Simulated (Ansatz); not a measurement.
# SnPt3: the cost of one run

Method: DFT LDA, scalar-relativistic, in Ansatz 0.2.0.

**1. Starting point**

The structure is cubic, space group Pm-3m (No. 221). The conventional cell has a = 4.000 Å, b = 4.000 Å, c = 4.000 Å, α = 90.00°, β = 90.00°, γ = 90.00°. Sn (site symmetry m-3m) is surrounded by 12 Pt at 2.83 Å. Pt (site symmetry 4/mmm) is surrounded by 8 Pt at 2.83 Å and 4 Sn at 2.83 Å.

Coordinates:

```cif
data_structure
_symmetry_space_group_name_H-M 'P 1'
_symmetry_Int_Tables_number 1
_cell_length_a 4.0000
_cell_length_b 4.0000
_cell_length_c 4.0000
_cell_angle_alpha 90.000
_cell_angle_beta 90.000
_cell_angle_gamma 90.000
_cell_volume 64.00
loop_
_atom_site_label
_atom_site_type_symbol
_atom_site_fract_x
_atom_site_fract_y
_atom_site_fract_z
_atom_site_occupancy
Sn1 Sn 0.00000 0.00000 0.00000 1
Pt1 Pt 0.00000 0.50000 0.50000 1
Pt2 Pt 0.50000 0.00000 0.50000 1
Pt3 Pt 0.50000 0.50000 0.00000 1
```

Atoms are numbered in the order of the input: Sn1, Pt2, Pt3, Pt4.

**2. The deformed structure**

Space group Pm-3m before, R-3m after.

**3. LAPW, all electrons**

input.yaml

```yaml
crystal:
  lattice:
    - [4.0, -0.02, -0.02]
    - [-0.02, 4.0, -0.02]
    - [-0.02, -0.02, 4.0]
  atoms:
    - { symbol: Sn, position: [0.0, 0.0, 0.0] }
    - { symbol: Pt, position: [0.0, 0.5, 0.5] }
    - { symbol: Pt, position: [0.5, 0.0, 0.5] }
    - { symbol: Pt, position: [0.5, 0.5, 0.0] }
kpoints:
  mp_grid: { grid: [8, 8, 8] }
  band_path:
    path:
      - [0.0, 0.0, 0.0]
      - [0.5, 0.0, 0.0]
      - [0.5, -0.5, 0.5]
      - [0.4901240068, -0.5098759932, 0.4901240068]
      - [0.4901240068, 0.4901240068, 0.4901240068]
      - [0.0, 0.0, 0.0]
      - [0.5, -0.5, 0.0]
    npoints: 5
scf:
  occupations: { method: fermi_dirac, width: 0.05 }
hamiltonian:
  xc: lda
  pseudopotentials: { kind: all_electron, lapw: { basis_error: 0.0005 } }
output:
  forces: true
  stress: true
  eigenvalues: true
```

Started as:

```bash
$ ansatz run input.yaml --threads 1 --pin off --max-ram 4096MiB --backend cpu --events-out ev --progress --plain --runs-dir out
```

What time and memory should one allow on 1 thread of Arm Neoverse V2, shared host?

About 2.4 min, with a peak of 1.1 GiB.
